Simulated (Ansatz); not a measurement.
# CuTe (Pmmn): one cell, many starting occupations (series 2), part 2 of 2

DFT+U has many self-consistent solutions. How far apart do the states of CuTe (Pmmn) lie when only the starting occupations change? Cell and atoms stay fixed.

Ansatz 0.2.0; DFT r²SCAN+U (U = 3 eV, J = 0.7 eV on Cu d), plane waves, PAW.

## 5. Random orbitals: fully mixed, one electron fewer

File input.yaml:

```yaml
crystal:
  lattice:
    - [3.09999976, 0.0, 0.0]
    - [0.0, 4.01999969, 0.0]
    - [0.0, 0.0, 6.85999947]
  atoms:
    - { symbol: Cu, position: [0.0, 0.5, 0.449], spin: 2.0 }
    - { symbol: Cu, position: [0.5, 0.0, 0.551], spin: -2.0 }
    - { symbol: Te, position: [0.0, 0.0, 0.223] }
    - { symbol: Te, position: [0.5, 0.5, 0.777] }
basis:
  ecutwfc: 500
  ecutrho_ratio: 4
kpoints:
  mp_grid: { grid: [6, 5, 3] }
hamiltonian:
  xc: r2scan
  hubbard:
    sites:
      - { site: 0, l: d, u: 3.0, j: 0.7, starting_ns: [{ spin: up, occupation_matrix: s0up }, { spin: down, occupation_matrix: s0down }] }
      - { site: 1, l: d, u: 3.0, j: 0.7, starting_ns: [{ spin: up, occupation_matrix: s1up }, { spin: down, occupation_matrix: s1down }] }
    occupation_matrices:
      s0up:
        matrix:
          - [0.97, 0.0, 0.0, 0.0, 0.0]
          - [0.0, 0.97, 0.0, 0.0, 0.0]
          - [0.0, 0.0, 0.97, 0.0, 0.0]
          - [0.0, 0.0, 0.0, 0.97, 0.0]
          - [0.0, 0.0, 0.0, 0.0, 0.97]
      s0down:
        matrix:
          - [0.75089, 0.32908, -0.03756, 0.17186, -0.14458]
          - [0.32908, 0.17809, 0.04492, 0.0265, -0.11906]
          - [-0.03756, 0.04492, 0.96312, 0.04045, -0.03776]
          - [0.17186, 0.0265, 0.04045, 0.56306, 0.43488]
          - [-0.14458, -0.11906, -0.03776, 0.43488, 0.49484]
      s1up:
        matrix:
          - [0.80207, -0.35397, -0.00402, -0.07598, 0.01569]
          - [-0.35397, 0.22345, 0.01117, -0.15881, 0.03534]
          - [-0.00402, 0.01117, 0.03729, -0.06631, -0.10764]
          - [-0.07598, -0.15881, -0.06631, 0.93116, -0.00037]
          - [0.01569, 0.03534, -0.10764, -0.00037, 0.95602]
      s1down:
        matrix:
          - [0.97, 0.0, 0.0, 0.0, 0.0]
          - [0.0, 0.97, 0.0, 0.0, 0.0]
          - [0.0, 0.0, 0.97, 0.0, 0.0]
          - [0.0, 0.0, 0.0, 0.97, 0.0]
          - [0.0, 0.0, 0.0, 0.0, 0.97]
    ns_hold: { iters: 5 }
scf:
  occupations: { method: gaussian, width: 0.05 }
  lower_state_search: "off"
  max_iter: 150
output:
  forces: true
  stress: true
  eigenvalues: true
  populations: true
  hubbard: { sites: [{ site: 0, l: d }, { site: 1, l: d }] }
magnetization:
  spin_polarized: true
```

The typed matrices put 0.97 on the chosen orbitals and 0.02 on the others, and are held for 5 cycles.

Started as:

```
$ ansatz run input.yaml --threads 4 --pin off --max-ram 6144MiB --backend cpu --events-out ev --progress --plain --runs-dir out
```

What it wrote, shortened:

```text
Warning: crystal.symmetry: narrowed to the stabiliser of the occupation matrices — unitary ops 4 → 1, anti-unitary 4 → 0; lowered by the specified shells (site 0, l: d), (site 1, l: d); largest admitted image defect 4.4e-16, smallest excluded 7.1e-1 — at a splitting's scale: the group the [...]
Warning: RAYON_NUM_THREADS=4 ignored (pool sized by the plan → 4); use --threads N
Cu: projections on atomic orbitals take those of the free atom [Ne] 3s2 3p6 3d10 4s1, of charge +0.00 (hamiltonian.pseudopotentials.projection_atoms); the dataset's partial waves leave at most 2.0e-6 of an orbital's norm unspanned inside its sphere
Te: projections on atomic orbitals take those of the free atom [Kr] 4d10 5s2 5p4, of charge +0.00 (hamiltonian.pseudopotentials.projection_atoms); the dataset's partial waves leave at most 7.8e-6 of an orbital's norm unspanned inside its sphere
[...]
Pseudopotentials: kind: paw
Pseudopotential: Cu, paw, valence charge 19, recommended cutoff 500 eV (meta_gga), Cu.paw.azcp
Pseudopotential: Te, paw, valence charge 16, recommended cutoff 500 eV (meta_gga), Te.paw.azcp
Functional definition: r2SCAN
[...]
Crystal: 4 atoms, lattice volume = 85.489 Å³
Basis set: ecut = 500 eV, 2197 PW (Γ), exchange–correlation on 96×120×216 points (64 copies of the dense FFT grid, shifted against one another)
[...]
WARN: the starting moments were not kept: the SCF closed with an absolute magnetisation of 2.3e-5 μB, where they sum to 4 μB in size (2 sites). That is at most 0.1 of that sum. Measured as dr2_m measures the in/out step, that magnetisation stands 7.2e-11 eV from none, at or under the [...]
WARN: hamiltonian.hubbard: on 2 of 4 specified blocks the occupation matrix of this SCF's result fails the test of the specified filling. At site 0 ↓ (sites count from 0 in the list of atoms of the cell that this SCF solves) the least filled combination of the orbitals specified full has [...]
     3     Te     16.2286    -0.0000
  spilling = 0.006053 (of n_electrons = 70.000000)
--- Occupation matrices: 2 shells (run DFT+U table (all-electron-ortho-atomic); ε = 8.44e-4) ---
  Cu0 d_3D: site group C2v (mm2)
  Cu0 d_3D up     Tr n = 4.9152  λ = 0.970 0.982 0.983 0.987 0.993  [yz 1.00 B2(1.00) | xz 1.00 B1(1.00) | xy 1.00 A2(1.00) | z2 1.00 A1(1.00) | x2-y2 1.00 A1(1.00)]
  Cu0 d_3D dn     Tr n = 4.9152  λ = 0.970 0.982 0.983 0.987 0.993  [yz 1.00 B2(1.00) | xz 1.00 B1(1.00) | xy 1.00 A2(1.00) | z2 1.00 A1(1.00) | x2-y2 1.00 A1(1.00)]
  specified occupation → Cu0 d_3D up: matrix, ‖Δ‖_F = 0.0337, Tr Δ = -0.0652, displaced = 0.0329, d_λ = 0.0337; orbital distance = 0.0000
  specified occupation → Cu0 d_3D dn: matrix, ‖Δ‖_F = 1.3654, Tr Δ = -1.9652, displaced = 0.9828, d_λ = 1.3525; orbital distance = 1.5226
  Cu1 d_3D: site group C2v (mm2)
  Cu1 d_3D up     Tr n = 4.9152  λ = 0.970 0.982 0.983 0.987 0.993  [yz 1.00 B2(1.00) | xz 1.00 B1(1.00) | xy 1.00 A2(1.00) | z2 1.00 A1(1.00) | x2-y2 1.00 A1(1.00)]
  Cu1 d_3D dn     Tr n = 4.9152  λ = 0.970 0.982 0.983 0.987 0.993  [yz 1.00 B2(1.00) | xz 1.00 B1(1.00) | xy 1.00 A2(1.00) | z2 1.00 A1(1.00) | x2-y2 1.00 A1(1.00)]
  specified occupation → Cu1 d_3D up: matrix, ‖Δ‖_F = 1.3535, Tr Δ = -1.9652, displaced = 0.9826, d_λ = 1.3525; orbital distance = 0.6817
  specified occupation → Cu1 d_3D dn: matrix, ‖Δ‖_F = 0.0337, Tr Δ = -0.0652, displaced = 0.0329, d_λ = 0.0337; orbital distance = 0.0000
  Tr n, λ and their labels are of the run-group-symmetrised matrices; stabiliser: 16 of 16 elements of G0×{1,Θ} (closed), max defect 9.8e-7 at τ = 1.8e-4
```

Wall time 55 s (4 threads of Arm Neoverse V1, shared host); peak memory 0.8 GiB.

It ends with no gap, pressure 4.1 GPa, no moment over 0.05 μB in any sphere, largest force component 0.28 eV/Å, 1 symmetry operation imposed. The program reports that the typed filling wasn't kept.

How the shells are filled (orbitals counted by the eigenvalues of the occupation matrices):

```csv
shell,channel,electrons,over 0.8,0.2 to 0.8,under 0.2
Cu 3d (atom 1),up,4.92,5,0,0
Cu 3d (atom 1),down,4.92,5,0,0
```

## 6. Random orbitals: drawn by pairs, first filling

Changes to input.yaml since step 5:

```diff
@@ -6,4 +6,4 @@
   atoms:
-    - { symbol: Cu, position: [0.0, 0.5, 0.449], spin: 2.0 }
-    - { symbol: Cu, position: [0.5, 0.0, 0.551], spin: -2.0 }
+    - { symbol: Cu, position: [0.0, 0.5, 0.449], spin: 1.0 }
+    - { symbol: Cu, position: [0.5, 0.0, 0.551], spin: -1.0 }
     - { symbol: Te, position: [0.0, 0.0, 0.223] }
@@ -31,14 +31,14 @@
         matrix:
-          - [0.75089, 0.32908, -0.03756, 0.17186, -0.14458]
-          - [0.32908, 0.17809, 0.04492, 0.0265, -0.11906]
-          - [-0.03756, 0.04492, 0.96312, 0.04045, -0.03776]
-          - [0.17186, 0.0265, 0.04045, 0.56306, 0.43488]
-          - [-0.14458, -0.11906, -0.03776, 0.43488, 0.49484]
+          - [0.97, 0.0, 0.0, 0.0, 0.0]
+          - [0.0, 0.73413, 0.0, -0.41042, 0.0]
+          - [0.0, 0.0, 0.97, 0.0, 0.0]
+          - [0.0, -0.41042, 0.0, 0.25587, 0.0]
+          - [0.0, 0.0, 0.0, 0.0, 0.97]
       s1up:
         matrix:
-          - [0.80207, -0.35397, -0.00402, -0.07598, 0.01569]
-          - [-0.35397, 0.22345, 0.01117, -0.15881, 0.03534]
-          - [-0.00402, 0.01117, 0.03729, -0.06631, -0.10764]
-          - [-0.07598, -0.15881, -0.06631, 0.93116, -0.00037]
-          - [0.01569, 0.03534, -0.10764, -0.00037, 0.95602]
+          - [0.495, -0.475, 0.0, 0.0, 0.0]
+          - [-0.475, 0.495, 0.0, 0.0, 0.0]
+          - [0.0, 0.0, 0.97, 0.0, 0.0]
+          - [0.0, 0.0, 0.0, 0.97, 0.0]
+          - [0.0, 0.0, 0.0, 0.0, 0.97]
       s1down:
@@ -50,3 +50,3 @@
           - [0.0, 0.0, 0.0, 0.0, 0.97]
-    ns_hold: { iters: 5 }
+    ns_hold: until_converged
 scf:
```

The typed matrices put 0.97 on the chosen orbitals and 0.02 on the others, and are held until the SCF converges, then released.

Started as:

```
$ ansatz run input.yaml --threads 4 --pin off --max-ram 6144MiB --backend cpu --events-out ev --progress --plain --runs-dir out
```

What it wrote, shortened:

```text
Warning: crystal.symmetry: narrowed to the stabiliser of the occupation matrices — unitary ops 4 → 2, anti-unitary 4 → 0; lowered by the specified shells (site 0, l: d), (site 1, l: d); largest admitted image defect 8.9e-16, smallest excluded 7.1e-1 — at a splitting's scale: the group the [...]
Warning: RAYON_NUM_THREADS=4 ignored (pool sized by the plan → 4); use --threads N
Cu: projections on atomic orbitals take those of the free atom [Ne] 3s2 3p6 3d10 4s1, of charge +0.00 (hamiltonian.pseudopotentials.projection_atoms); the dataset's partial waves leave at most 2.0e-6 of an orbital's norm unspanned inside its sphere
Te: projections on atomic orbitals take those of the free atom [Kr] 4d10 5s2 5p4, of charge +0.00 (hamiltonian.pseudopotentials.projection_atoms); the dataset's partial waves leave at most 7.8e-6 of an orbital's norm unspanned inside its sphere
[...]
[... 4 set-up lines as earlier in the session ...]
[...]
Crystal: 4 atoms, lattice volume = 85.489 Å³
Basis set: ecut = 500 eV, 2197 PW (Γ), exchange–correlation on 96×120×216 points (64 copies of the dense FFT grid, shifted against one another)
[...]
WARN: the starting moments were not kept: the SCF closed with an absolute magnetisation of 9.3e-6 μB, where they sum to 2 μB in size (2 sites). That is at most 0.1 of that sum. Measured as dr2_m measures the in/out step, that magnetisation stands 2.0e-11 eV from none, at or under the [...]
WARN: hamiltonian.hubbard: on 2 of 4 specified blocks the occupation matrix of this SCF's result fails the test of the specified filling. At site 0 ↓ (sites count from 0 in the list of atoms of the cell that this SCF solves) the least filled combination of the orbitals specified full has [...]
     3     Te     16.2286     0.0000
  spilling = 0.006053 (of n_electrons = 70.000000)
--- Occupation matrices: 2 shells (run DFT+U table (all-electron-ortho-atomic); ε = 3.80e-4) ---
  Cu0 d_3D: site group C2v (mm2)
  Cu0 d_3D up     Tr n = 4.9152  λ = 0.970 0.982 0.983 0.987 0.993  [yz 1.00 B2(1.00) | xz 1.00 B1(1.00) | xy 1.00 A2(1.00) | z2 1.00 A1(1.00) | x2-y2 1.00 A1(1.00)]
  Cu0 d_3D dn     Tr n = 4.9152  λ = 0.970 0.982 0.983 0.987 0.993  [yz 1.00 B2(1.00) | xz 1.00 B1(1.00) | xy 1.00 A2(1.00) | z2 1.00 A1(1.00) | x2-y2 1.00 A1(1.00)]
  specified occupation → Cu0 d_3D up: matrix, ‖Δ‖_F = 0.0337, Tr Δ = -0.0652, displaced = 0.0329, d_λ = 0.0337; orbital distance = 0.0000
  specified occupation → Cu0 d_3D dn: matrix, ‖Δ‖_F = 0.9706, Tr Δ = -1.0152, displaced = 0.5079, d_λ = 0.9503; orbital distance = 1.4142
  Cu1 d_3D: site group C2v (mm2)
  Cu1 d_3D up     Tr n = 4.9152  λ = 0.970 0.982 0.983 0.987 0.993  [yz 1.00 B2(1.00) | xz 1.00 B1(1.00) | xy 1.00 A2(1.00) | z2 1.00 A1(1.00) | x2-y2 1.00 A1(1.00)]
  Cu1 d_3D dn     Tr n = 4.9152  λ = 0.970 0.982 0.983 0.987 0.993  [yz 1.00 B2(1.00) | xz 1.00 B1(1.00) | xy 1.00 A2(1.00) | z2 1.00 A1(1.00) | x2-y2 1.00 A1(1.00)]
  specified occupation → Cu1 d_3D up: matrix, ‖Δ‖_F = 0.9651, Tr Δ = -1.0152, displaced = 0.5079, d_λ = 0.9503; orbital distance = 1.4142
  specified occupation → Cu1 d_3D dn: matrix, ‖Δ‖_F = 0.0337, Tr Δ = -0.0652, displaced = 0.0329, d_λ = 0.0337; orbital distance = 0.0000
  Tr n, λ and their labels are of the run-group-symmetrised matrices; stabiliser: 16 of 16 elements of G0×{1,Θ} (closed), max defect 4.3e-7 at τ = 8.1e-5
```

Wall time 65 s (4 threads of Arm Neoverse V1, shared host); peak memory 0.7 GiB.

End state: no gap, pressure 4.1 GPa, no moment over 0.05 μB in any sphere, largest force component 0.28 eV/Å, 2 symmetry operations imposed. The program reports that the typed filling wasn't kept.

How the shells are filled (orbitals counted by the eigenvalues of the occupation matrices):

```csv
shell,channel,electrons,over 0.8,0.2 to 0.8,under 0.2
Cu 3d (atom 1),up,4.92,5,0,0
Cu 3d (atom 1),down,4.92,5,0,0
```

## 7. Results

The summary covers parts 1 to 2.

Energies count from the lowest free state and have the smearing extrapolated to zero.

| start | energy (meV/atom) | gap (eV) | pressure (GPa) | largest moment (μB) | SCF cycles | time |
| --- | --- | --- | --- | --- | --- | --- |
| natural orbitals of the symmetric run, filled by rank (earlier series) | 0.0 | metal | 4.1 | 0.00 | 26 | 39 s |
| random orbitals: fully mixed, first filling | 0.0 | metal | 4.1 | 0.00 | 30 | 71 s |
| random orbitals: drawn by pairs, first filling | 0.0 | metal | 4.1 | 0.00 | 36 | 65 s |
| random orbitals: single harmonics, first filling | 0.0 | metal | 4.1 | 0.00 | 23 | 30 s |
| random orbitals: fully mixed, one electron fewer | 0.0 | metal | 4.1 | 0.00 | 21 | 55 s |
| random orbitals: single harmonics, second filling | 0.0 | metal | 4.1 | 0.00 | 33 | 45 s |

The 6 free runs end within about 1 meV/atom of each other. The lowest state found need not be the ground state, and the geometry wasn't relaxed for any of them.
